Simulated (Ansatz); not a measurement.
Born–Oppenheimer molecular dynamics of a periodic cell of 21 atoms, MgH$_{12}$Cl$_{2}$O$_{6}$ (host MgH12Cl2O6, host structure C2/m). It goes on from the last frame of an earlier run, with new velocities.

Computed with DFT r2SCAN, scalar-relativistic, plane waves, PAW in Ansatz 0.2.0. Settings: accuracy low, cutoff 500 eV, k mesh 2x2x2, fermi-dirac smearing 0.05 eV, no spin polarisation.

```
ensemble                      : NVE (velocity Verlet)
time step                     : 0.5 fs
steps asked                   : 180
starting velocities drawn for : 1120 K
seed                          : 152190
```

First frame:

```xyz
21
Lattice="5.0673 -3.6419 0.0000 5.0673 3.6419 0.0000 -0.4238 0.0000 6.2176" Properties=species:S:1:pos:R:3
Mg 0.155 0.062 0.013
H 1.896 -0.182 2.046
H 7.787 -0.349 4.215
H 2.594 0.258 0.808
H 7.050 -0.531 5.427
H 4.680 1.735 1.990
H 4.054 -1.203 1.409
H 3.987 -1.694 5.028
H 4.976 1.449 4.716
H 3.438 2.758 1.714
H 3.046 -2.317 1.659
H 5.247 -1.589 4.304
H 6.356 2.342 4.327
Cl 3.213 -0.187 3.641
Cl 6.948 -0.059 2.674
O 1.727 -0.003 1.130
O 7.990 -0.335 5.173
O 4.226 2.331 1.323
O 3.825 -2.049 0.954
O 4.928 -1.887 5.170
O 5.403 2.350 4.645
```

What does the run give?

All steps were run.

- steps done: 180
- time covered: 90 fs
- mean temperature over the second half: 885 K
- spread of the potential energy over the second half: 16.7 meV per atom
- mean potential energy of the second half above the start: 29.5 meV per atom

The conserved energy stayed within 1.2 meV per atom of its start (net change 0.71 meV per atom), so the integration is sound. A run of 0.09 ps of so small a system gives no equilibrium averages. Limits of this set-up: coarse k mesh, low accuracy level.

What happens to the structure?

Mean squared displacements from the first frame to the last, about the centre of mass: Mg 0.14 Å², H 0.92 Å², Cl 0.30 Å², O 0.37 Å². This is one draw of velocities; another would differ in detail.

How do temperature and energy run in time?


```tsv
time (fs)	T (K)	potential energy less start (eV)	conserved less start (meV/atom)
0.0	1120	0.000	0.00
3.0	945	0.466	0.61
6.0	1071	0.134	0.29
9.0	1108	0.035	0.18
12.0	915	0.549	0.89
15.0	1070	0.132	0.10
18.0	924	0.511	0.21
21.0	849	0.714	0.66
24.0	875	0.640	0.36
27.0	977	0.373	0.12
30.0	816	0.807	0.99
33.0	1085	0.095	0.26
36.0	1235	-0.300	-0.10
39.0	912	0.556	0.94
42.0	1199	-0.198	0.31
45.0	1153	-0.082	0.19
48.0	1049	0.196	0.59
51.0	1074	0.128	0.48
54.0	1026	0.258	0.76
57.0	873	0.656	0.82
60.0	916	0.536	0.39
63.0	750	0.976	0.92
66.0	846	0.718	0.46
69.0	754	0.959	0.57
72.0	615	1.327	1.05
75.0	775	0.904	0.64
78.0	780	0.894	0.73
81.0	750	0.972	0.78
84.0	885	0.620	0.62
87.0	976	0.386	0.58
90.0	943	0.473	0.71
```

The run took 16 min on 1 thread of Intel(R) Xeon(R) 6975P-C (Granite Rapids) (shared host), peak memory 0.87 GiB.
